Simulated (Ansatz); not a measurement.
# BiTe (Fm-3m) in Ansatz: settings compared, part 2 of 2

Ansatz 0.2.0. Earlier steps stand in the parts before.

### 3 Relaxation of cell and atoms, PBE+D4

input.yaml

```yaml
crystal:
  lattice:
    - [0.0, 3.235, 3.235]
    - [3.235, 0.0, 3.235]
    - [3.235, 3.235, 0.0]
  atoms:
    - { symbol: Bi, position: [0.0, 0.0, 0.0] }
    - { symbol: Te, position: [0.5, 0.5, 0.5] }
hamiltonian:
  xc: pbe
  pseudopotentials: { kind: paw }
  dispersion: d4
kpoints:
  mp_grid: { grid: [7, 7, 7] }
scf:
  occupations: { method: fermi_dirac, width: 0.05 }
output:
  forces: true
  stress: true
  eigenvalues: true
  write_density: true
  write_potential: true
  elf: true
  volumetric_format: npy
relax:
  f_tol: 0.01
  max_steps: 40
  cell: { stress_tol: 0.05 }
```

Potentials or basis: Ansatz PAW.

Started as:

```
ansatz run input.yaml --threads 2 --pin off --max-ram 5632MiB --backend cpu --events-out ev --progress --plain --runs-dir out
```

Wall time 3.6 s (2 threads of Arm Neoverse V2, shared host); peak memory 0.35 GiB.

It converged, with:

```
Free energy                            : -19377.6296 eV
Relaxed volume                         : 32.98 Å³/atom
Relaxed cell                           : a = 4.535 Å, b = 4.535 Å, c = 4.535 Å, α = 60.00°, β = 60.00°, γ = 60.00°
Space group after relaxing (to 0.05 Å) : Fm-3m (No. 225)
Energy gained by relaxing              : 3.7 meV/atom
Ionic steps                            : 4
Pressure after relaxing                : 0.0 GPa
Band gap on the k mesh                 : none (metal or under the smearing width)
```

Step by step:
| step | energy change (eV) | largest force (eV/Å) | volume (Å³) |
| --- | --- | --- | --- |
| 1 | 0.0000 | 0.0000 | 67.71 |
| 2 | -0.0061 | 0.0000 | 65.08 |
| 3 | -0.0078 | 0.0000 | 65.97 |
| 4 | -0.0075 | 0.0000 | 65.97 |

Final structure:
```xyz
2
Lattice="0.0000 3.2070 3.2070 3.2070 0.0000 3.2070 3.2070 3.2070 0.0000" Properties=species:S:1:pos:R:3 pbc="T T T"
Bi    0.0000    0.0000    0.0000
Te    3.2070    3.2070    3.2070
```

Levels at points of the mesh, in eV from the Fermi level:
| k point | band 13 | band 14 | band 15 | band 16 | band 17 | band 18 |
| --- | --- | --- | --- | --- | --- | --- |
| (0.00, 0.00, 0.00) | -2.66 | -2.66 | -2.66 | 2.17 | 2.17 | 2.17 |

Caveat: the plane-wave basis is chosen anew once the cell has moved, so the energies of steps on either side of that aren't comparable; spin-orbit coupling is left out, which moves the levels of the heavy elements; pairwise dispersion overbinds metals, which lowers pressure and volume.

### 4 Relaxation of cell and atoms, PBEsol+D3(BJ)

Edit input.yaml of step 3 so:

```diff
@@ -9,5 +9,5 @@
 hamiltonian:
-  xc: pbe
+  xc: pbesol
   pseudopotentials: { kind: paw }
-  dispersion: d4
+  dispersion: d3bj
 kpoints:
@@ -20,6 +20,2 @@
   eigenvalues: true
-  write_density: true
-  write_potential: true
-  elf: true
-  volumetric_format: npy
 relax:
```

Potentials or basis: Ansatz PAW.

Started as:

```
ansatz run input.yaml --threads 2 --pin off --max-ram 5632MiB --backend cpu --events-out ev --progress --plain --runs-dir out
```

The log of the run:

```text
Warning: RAYON_NUM_THREADS=2 ignored (pool sized by the plan → 2); use --threads N
Engine: ansatz 0.2.0, aarch64-unknown-linux-gnu
Pseudopotentials: kind: paw
Pseudopotential: Bi, paw, valence charge 15, recommended cutoff 420 eV (normal), Bi.paw.azcp
Pseudopotential: Te, paw, valence charge 16, recommended cutoff 420 eV (normal), Te.paw.azcp
Functional definition: PBEsol
  exchange = pbesol_x
  correlation = pbesol_c
Crystal: 2 atoms, lattice volume = 67.710 Å³
Basis set: ecut = 420 eV, 1363 PW (Γ), exchange–correlation on 64×64×64 points (8 copies of the dense FFT grid, shifted against one another)
[... 99 lines left out ...]
       -0.018251      -0.000000      -0.000000
       -0.000000      -0.018251       0.000000
       -0.000000       0.000000      -0.018251
  P = ⅓ Tr σ = -0.0183 GPa (-0.183 kbar)
--- Band table (eV; the first three rows and the last of 20) ---
  k-point 0: bands = ["-26.5147", "-26.5147", "-26.5111", "-26.5111", "-26.5111", "-12.2974", "-12.2974", "-12.2883", "-12.2883", "-12.2883", "-3.2475", "2.9656", "8.0862", "8.0862", "8.0862", "13.1197", "13.1197", "13.1197", "15.3595", "15.3595"]
  k-point 1: bands = ["-26.5146", "-26.5146", "-26.5110", "-26.5109", "-26.5109", "-12.2987", "-12.2987", "-12.2879", "-12.2868", "-12.2868", "-3.0472", "2.4105", "8.1489", "8.1489", "8.3311", "12.2800", "12.3862", "12.3862", "15.1593", "15.7478"]
  k-point 2: bands = ["-26.5145", "-26.5145", "-26.5108", "-26.5106", "-26.5106", "-12.3020", "-12.3020", "-12.2870", "-12.2829", "-12.2829", "-2.4564", "1.1627", "8.3581", "8.3581", "8.7523", "11.0197", "11.1599", "11.1599", "15.7596", "16.8377"]
  k-point 19: bands = ["-26.5148", "-26.5141", "-26.5107", "-26.5104", "-26.5099", "-12.3128", "-12.2984", "-12.2855", "-12.2816", "-12.2746", "-0.7028", "-0.2503", "5.2643", "5.9178", "8.7495", "10.9548", "14.2866", "15.2122", "15.4195", "16.6236"]
--- Relaxed structure (4 steps of the walk, 4 accepted, 1 SCFs on fresh bases) ---
  F+E_penalty+E_count = -19144.59127201 eV   max|allowed force component| = 1.223e-29 eV/Å   (the final SCF, on the basis selected at the relaxed cell)
  cell:  # Å, volume = 62.9349 Å³
    - [-3.4359801616197286e-34, 3.1570919011388128, 3.1570919011388128]
    - [3.1570919011388128, -5.061412427047637e-35, 3.1570919011388128]
    - [3.1570919011388128, 3.1570919011388128, -8.025210951810555e-34]
  atoms:
    - { symbol: Bi, position: [9.922359322064139e-36, -8.6820644068518e-36, -8.68206440682686e-36] }
    - { symbol: Te, position: [0.5, 0.5, 0.5] }
```

Wall time 4.1 s (2 threads of Arm Neoverse V2, shared host); peak memory 0.35 GiB.

Results:

| Item | Value |
| --- | --- |
| Free energy | -19144.5913 eV |
| Relaxed volume | 31.47 Å³/atom |
| Relaxed cell | a = 4.465 Å, b = 4.465 Å, c = 4.465 Å, α = 60.00°, β = 60.00°, γ = 60.00° |
| Space group after relaxing (to 0.05 Å) | Fm-3m (No. 225) |
| Energy gained by relaxing | 29.2 meV/atom |
| Ionic steps | 5 |
| Pressure after relaxing | 0.0 GPa |
| Band gap on the k mesh | none (metal or under the smearing width) |

The path:
| step | energy change (eV) | largest force (eV/Å) | volume (Å³) |
| --- | --- | --- | --- |
| 1 | 0.0000 | 0.0000 | 67.71 |
| 2 | -0.0426 | 0.0000 | 60.57 |
| 3 | -0.0590 | 0.0000 | 63.23 |
| 4 | -0.0593 | 0.0000 | 62.93 |
| 5 | -0.0584 | 0.0000 | 62.93 |

Final structure:
```
Bi Te
1.0
     0.00000    3.15709    3.15709
     3.15709    0.00000    3.15709
     3.15709    3.15709    0.00000
Bi Te
1 1
Direct
  0.00000 0.00000 0.00000
  0.50000 0.50000 0.50000
```

Caveat: the plane-wave basis is chosen anew once the cell has moved, so the energies of steps on either side of that aren't comparable; spin-orbit coupling is left out, which moves the levels of the heavy elements; pairwise dispersion overbinds metals, which lowers pressure and volume; the PAW data sets come from PBE, with cores solved anew for the run's functional, which leaves a small shift of forces and pressure.

### 5 Relaxation of cell and atoms, PBEsol+D4

Edit input.yaml of step 4 so:

```diff
@@ -11,3 +11,3 @@
   pseudopotentials: { kind: paw }
-  dispersion: d3bj
+  dispersion: d4
 kpoints:
@@ -20,2 +20,6 @@
   eigenvalues: true
+  write_density: true
+  write_potential: true
+  elf: true
+  volumetric_format: npy
 relax:
```

Started as:

```
ansatz run input.yaml --threads 2 --pin off --max-ram 5632MiB --backend cpu --events-out ev --progress --plain --runs-dir out
```

It took 4.5 s on 2 threads of Arm Neoverse V2, shared host; peak memory 0.35 GiB.

The run converged. Its results:

```
Free energy                            : -19144.2454 eV
Relaxed volume                         : 32.01 Å³/atom
Relaxed cell                           : a = 4.490 Å, b = 4.490 Å, c = 4.490 Å, α = 60.00°, β = 60.00°, γ = 60.00°
Space group after relaxing (to 0.05 Å) : Fm-3m (No. 225)
Energy gained by relaxing              : 16.9 meV/atom
Ionic steps                            : 5
Pressure after relaxing                : 0.0 GPa
Band gap on the k mesh                 : none (metal or under the smearing width)
```

The path:
```tsv
step	energy change (eV)	largest force (eV/Å)	volume (Å³)
1	0.0000	0.0000	67.71
2	-0.0254	0.0000	62.21
3	-0.0344	0.0000	64.19
4	-0.0345	0.0000	64.02
5	-0.0339	0.0000	64.02
```

Final structure:
```xyz
2
Lattice="0.0000 3.1752 3.1752 3.1752 0.0000 3.1752 3.1752 3.1752 0.0000" Properties=species:S:1:pos:R:3 pbc="T T T"
Bi    0.0000    0.0000    0.0000
Te    3.1752    3.1752    3.1752
```

Levels at points of the mesh, in eV from the Fermi level:
```csv
k point,band 13,band 14,band 15,band 16,band 17,band 18
"(0.00, 0.00, 0.00)",-2.72,-2.72,-2.72,2.23,2.23,2.23
```

Caveat: the plane-wave basis is chosen anew once the cell has moved, so the energies of steps on either side of that aren't comparable; spin-orbit coupling is left out, which moves the levels of the heavy elements; pairwise dispersion overbinds metals, which lowers pressure and volume; the PAW data sets come from PBE, with cores solved anew for the run's functional, which leaves a small shift of forces and pressure.

### 6 The runs side by side

| level | gap on the mesh (eV) | pressure (GPa) | relaxed volume (Å³/atom) |
| --- | --- | --- | --- |
| PBE+D3(BJ) | none | 0.0 | 32.99 |
| PBE+D4 | none | 0.0 | 32.98 |
| PBEsol+D3(BJ) | none | 0.0 | 31.47 |
| PBEsol+D4 | none | 0.0 | 32.01 |

Alike in all rows: task relaxation of cell and atoms; potentials or basis Ansatz PAW; no spin polarisation; cell relaxed; k mesh 7 × 7 × 7; cutoff (eV) 420; smearing fermi-dirac 0.05 eV.

Caveats: the plane-wave basis is chosen anew once the cell has moved, so the energies of steps on either side of that aren't comparable; spin-orbit coupling is left out, which moves the levels of the heavy elements; pairwise dispersion overbinds metals, which lowers pressure and volume; the PAW data sets come from PBE, with cores solved anew for the run's functional, which leaves a small shift of forces and pressure (some runs).

Total energies depend on the potentials used, so only differences within one code and one set of settings carry meaning.
